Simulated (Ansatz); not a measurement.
**ClGeH2S radical: small, medium and large basis sets**

One table from this session's results is given with a row withheld; the runs are named, their logs left out.

Method: one geometry, several basis sets; program: Ansatz 0.2.0, Gaussian basis.

Levels to be run: PBE0-D4/def2-SVP; ωB97M-V/def2-SVP; PBE0-D4/def2-QZVPP; ωB97M-V/def2-QZVPP; the functionals' def2-TZVPP values are taken from earlier runs.

**Structure used throughout**

The geometry comes from an earlier relaxation with PBE0-D4 in a triple-zeta def2 set; it is a stationary point.

SMILES `[S][GeH2][Cl]`, 5 atoms, charge 0, spin multiplicity 2.

Atoms are counted from 1 here; the program's logs count them from 0.

Bond lengths: S1–Ge2 2.192 Å, Ge2–Cl3 2.155 Å, Ge2–H4 1.533 Å, Ge2–H5 1.533 Å. Angles: S1–Ge2–Cl3 112.2°, S1–Ge2–H4 108.4°, S1–Ge2–H5 108.5°, Cl3–Ge2–H4 106.9°, Cl3–Ge2–H5 106.9°, H4–Ge2–H5 114.1°.

Set-up of the first run:

in.yaml

```yaml
crystal:
  periodic: [false, false, false]
  atoms:
    - {symbol: S, position_ang: [0.940850, 0.234619, 1.873499]}
    - {symbol: Ge, position_ang: [0.042502, -0.137825, -0.091152]}
    - {symbol: Cl, position_ang: [-1.324060, 1.424288, -0.669677]}
    - {symbol: H, position_ang: [1.161568, -0.160228, -1.138244]}
    - {symbol: H, position_ang: [-0.770960, -1.434555, -0.015828]}
basis:
  gaussian: {orbitals: def2-SVP}
magnetization: {spin_polarized: true, initial_magnetization: 1}
hamiltonian: {xc: pbe0, dispersion: d4}
output: {orbitals: {seedname: orbitals}}
```

On the command line:

```sh
$ ansatz run in.yaml --threads 2 --pin off --events-out ev --progress --plain --max-ram 32768MiB --backend cpu
```

Among the steps run: PBE0-D4 in def2-SVP; ωB97M-V in def2-SVP; PBE0-D4 in def2-QZVPP; ωB97M-V in def2-QZVPP.

One of the session's tables, all rows but one given; the rest of the session is left out.

It belongs to the step «Functionals by basis». 

```
functional       basis  HOMO (eV)  LUMO (eV)
   PBE0-D4    def2-SVP      -7.58      -4.76
   PBE0-D4  def2-TZVPP      -7.73      -4.83
   PBE0-D4  def2-QZVPP          ?          ?
   ωB97M-V    def2-SVP      -9.73      -2.65
   ωB97M-V  def2-TZVPP      -9.91      -2.83
   ωB97M-V  def2-QZVPP      -9.95      -2.88
```

Q: Estimate the row for PBE0-D4, def2-QZVPP from the others.

The run gave: HOMO (eV): -7.76; LUMO (eV): -4.85. In the column «HOMO (eV)» it lies between ωB97M-V, def2-SVP (-9.73) and PBE0-D4, def2-TZVPP (-7.73).
